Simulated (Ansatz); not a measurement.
Consider a check of PAW against all-electron LAPW of K3Na, space group Pm-3m (Ansatz 0.2.0, Python API).

Input file `POSCAR_k3na`:
```text
K3Na
1.0
   6.36932314    0.00000000    0.00000000
   0.00000000    6.36932314    0.00000000
   0.00000000    0.00000000    6.36932314
K Na
3 1
Direct
   0.00000000    0.50000000    0.50000000
   0.50000000    0.00000000    0.50000000
   0.50000000    0.50000000    0.00000000
   0.00000000    0.00000000    0.00000000
```

Script `paw_lapw_k3na.py`:
```python
# -*- coding: utf-8 -*-
import ansatz as az
from ase.io import read
import numpy as np

params = {
    "kspacing": 0.26,
    "xc": "lda",
    "filling": "Fermi-Dirac",
}


def count_gap(report):
    # lowest empty less highest filled band, counting bands; zero where they overlap
    return max(report.get("gap_by_band_count_ev") or 0.0, 0.0)

atoms = read("POSCAR_k3na", format="vasp")
xtal = az.Crystal.from_ase(atoms)

setup = xtal.calculation()
setup = setup.kpoints(spacing=params["kspacing"])
setup = setup.functional(params["xc"]).occupations(params["filling"])
setup = setup.stress().forces()
setup = setup.band_table()
variants = {
    "PAW": setup.pseudopotentials("paw"),
    "LAPW": setup.pseudopotentials("all_electron", lapw=True),
}
rows = []
for label, variant in variants.items():
    data = variant.run().report
    levels = np.array(data["eigenvalues_ev"][0]) - data["fermi_energy_ev"]
    print(label, "levels at the first k-point near E_F:", np.round(levels[np.abs(levels) < 5], 3))
    rows.append((label, data["n_electrons"], np.trace(data["stress_gpa"]) / 3, count_gap(data)))
for row in rows:
    print("; ".join(f"{name} = {round(v, 4) if isinstance(v, float) else v}" for name, v in zip(["treatment", "electrons in bands", "P GPa", "gap by band count eV"], row)))
```

How well do the two treatments of the cores agree on the pressure?

PAW gives -0.554 GPa and LAPW -0.554 GPa, 0.000 GPa apart. They took 3.0 and 4.4 s of processor time.

The output:

Running `python paw_lapw_k3na.py` prints:
```text
DeckWarning: basis.ecutwfc = 420 eV, auto-derived from the records' recommended cutoffs: set by K (normal level)
PAW levels at the first k-point near E_F: [-2.332  0.641  1.319  1.319  1.483  1.483  1.483  2.655  2.655  2.655]
LAPW levels at the first k-point near E_F: [-2.332  0.64   1.318  1.318  1.483  1.483  1.483  2.654  2.654  2.654]
treatment = PAW; electrons in bands = 36.0; P GPa = -0.554; gap by band count eV = 0.0
treatment = LAPW; electrons in bands = 36.0; P GPa = -0.5543; gap by band count eV = 0.0
```
(Warnings from the package without file and line.)

What to keep in mind:
- The computed bands are complete only to about 2.7 eV above the Fermi level.
- The mesh is modest for a metal, so energies can be off by several to tens of meV an atom and pressures by half a GPa or more; differences at equal mesh fare better.
- A gap by band count of zero or less means overlapping bands, a metal.
- The structure comes from a database of computed cells and needn't be a stable or known phase.
- Levels are Kohn-Sham eigenvalues on this mesh.
- Pressure is positive in compression; the treatments may keep other shells as core, so totals and counts of electrons can differ.
- The whole script took 8.2 s on 1 thread of Arm Neoverse V2, on a shared host, peak memory 0.45 GiB.
